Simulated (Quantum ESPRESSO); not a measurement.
The system is MoSe.

```
Mo Se
1.0
     3.50023    0.00000    0.00000
     0.00000    3.50023    0.00000
     0.00000    0.00000    3.50023
Mo Se
1 1
Direct
  0.00000 0.00000 0.00000
  0.50000 0.50000 0.50000
```

The cell was built by a generator and needn't be a form met in nature.

Base run:

* Program: Quantum ESPRESSO 7.5
* Functional: LDA
* Potentials or basis: SSSP 1.3 efficiency PBE
* Cutoff: 816 eV
* Density cutoff: 5987 eV
* k mesh: 8 × 8 × 8
* Occupations: fermi-dirac, width 0.05 eV
* Spin: no spin polarisation
* Hubbard terms: Mo d U = 2 eV

Its results: band gap on the k mesh none (metal or under the smearing width); pressure -32.0 GPa.

Q: The run is repeated on the same cell with these changes: hubbard terms from Mo d U = 2 eV to Mo d U = 8 eV. What comes out?

A: Band gap on the k mesh none (metal or under the smearing width); pressure -29.7 GPa.

Caveats: the potentials were made for another functional, which shifts forces and pressure; a pressure of tens of GPa on the cell as given is suspect, and the run, the potentials or the cell itself is likely at fault; U without spin polarisation on a metal has little footing.
